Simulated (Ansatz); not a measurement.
**Cl3H3InP: a ladder of functionals and wavefunction methods**

One table from this session's results is given with a row withheld; the runs are named, their logs left out.

Computed with Ansatz 0.2.0, Gaussian basis. Level: functionals in def2-TZVPP, the program's frozen cores in correlated methods.

The runs, in order: LDA (SPW92), PBE-D4, revPBE-D4, BLYP-D4, r2SCAN-D4, B97M-V, PBE0-D4, B3LYP-D4, r2SCANh-D4, r2SCAN0-D4, HSE06-D4, BHLYP-D4, CAM-B3LYP-D4, LC-ωPBE, ωB97X-V, ωB97M-V, B2PLYP, PBE-QIDH; CCSD(T)/def2-SVP; CCSD(T)/def2-TZVPP; MP2/def2-QZVPP; extrapolation to the limit; RPA on PBE.

2 further runs of the same task are left out: 2 for a known fault of the program.

## Structure used throughout

An earlier PBE0-D4 in a triple-zeta def2 set relaxation fixed the geometry. In takes the def2 core potential; no spin-orbit term is included.

SMILES `[PH3+][In-]([Cl])([Cl])[Cl]`, 8 atoms, charge 0, spin multiplicity 1.

Atoms are counted from 1 here; the program's logs count them from 0.

Bond lengths: P1–In2 2.714 Å, P1–H6 1.408 Å, P1–H7 1.408 Å, P1–H8 1.408 Å, In2–Cl3 2.326 Å, In2–Cl4 2.326 Å, In2–Cl5 2.326 Å. Angles: In2–P1–H6 117.7°, In2–P1–H7 117.7°, In2–P1–H8 117.7°, H6–P1–H7 100.2°, H6–P1–H8 100.2°, H7–P1–H8 100.2°, P1–In2–Cl3 98.7°, P1–In2–Cl4 98.7°, P1–In2–Cl5 98.7°, Cl3–In2–Cl4 117.7°, Cl3–In2–Cl5 117.7°, Cl4–In2–Cl5 117.8°.

Set-up of the first run:

File in.yaml:

```yaml
crystal:
  periodic: [false, false, false]
  atoms:
    - {symbol: P, position_ang: [-1.080401, -0.136402, 0.574912]}
    - {symbol: In, position_ang: [1.302095, 0.145475, -0.694677]}
    - {symbol: Cl, position_ang: [2.390548, -1.714392, 0.180369]}
    - {symbol: Cl, position_ang: [0.547064, 0.024119, -2.891219]}
    - {symbol: Cl, position_ang: [1.895953, 2.236517, 0.132635]}
    - {symbol: H, position_ang: [-1.504842, 0.914870, 1.409188]}
    - {symbol: H, position_ang: [-1.228445, -1.225937, 1.453747]}
    - {symbol: H, position_ang: [-2.229771, -0.301350, -0.220754]}
basis:
  gaussian: {orbitals: def2-TZVPP}
hamiltonian: {xc: lda}
output: {orbitals: {seedname: orbitals}}
```

The run is started by

```sh
$ ansatz run in.yaml --threads 4 --pin off --events-out ev --progress --plain --max-ram 10444MiB
```

Among the steps run: LDA; PBE-D4 (GGA); revPBE-D4 (GGA); BLYP-D4 (GGA); r2SCAN-D4 (meta-GGA); B97M-V (meta-GGA); B3LYP-D4 (hybrid); r2SCANh-D4 (hybrid); r2SCAN0-D4 (hybrid); HSE06-D4 (hybrid); BHLYP-D4 (hybrid); CAM-B3LYP-D4 (range-separated); LC-ωPBE (range-separated); ωB97X-V (range-separated); ωB97M-V (range-separated); B2PLYP (double hybrid); PBE-QIDH (double hybrid).

One table of the session follows, with a row left open; its other results are not shown here.

It belongs to the step «Frontier levels by functional». 

```
  functional  HOMO (eV)  LUMO (eV)  gap (eV)
 LDA (SPW92)      -7.46      -3.07      4.39
      PBE-D4      -7.31      -2.75      4.56
   revPBE-D4      -7.25      -2.63      4.62
     BLYP-D4      -7.14      -2.69      4.45
   r2SCAN-D4      -7.68      -2.51      5.17
      B97M-V      -7.76      -2.49      5.27
     PBE0-D4      -8.73      -1.85      6.88
    B3LYP-D4      -8.44      -2.15      6.29
  r2SCANh-D4      -8.20      -2.19      6.01
  r2SCAN0-D4      -8.98      -1.70      7.27
    HSE06-D4      -8.33      -2.22      6.11
    BHLYP-D4     -10.00      -0.90      9.10
CAM-B3LYP-D4     -10.11      -0.87      9.24
     LC-ωPBE     -11.53       0.39     11.92
     ωB97X-V     -11.17       0.26     11.43
     ωB97M-V          ?          ?         ?
```

**Question.** Estimate the row for ωB97M-V.

The run gave: HOMO (eV): -11.02; LUMO (eV): 0.09; gap (eV): 11.10. In the column «HOMO (eV)» it lies between ωB97X-V (-11.17) and CAM-B3LYP-D4 (-10.11).
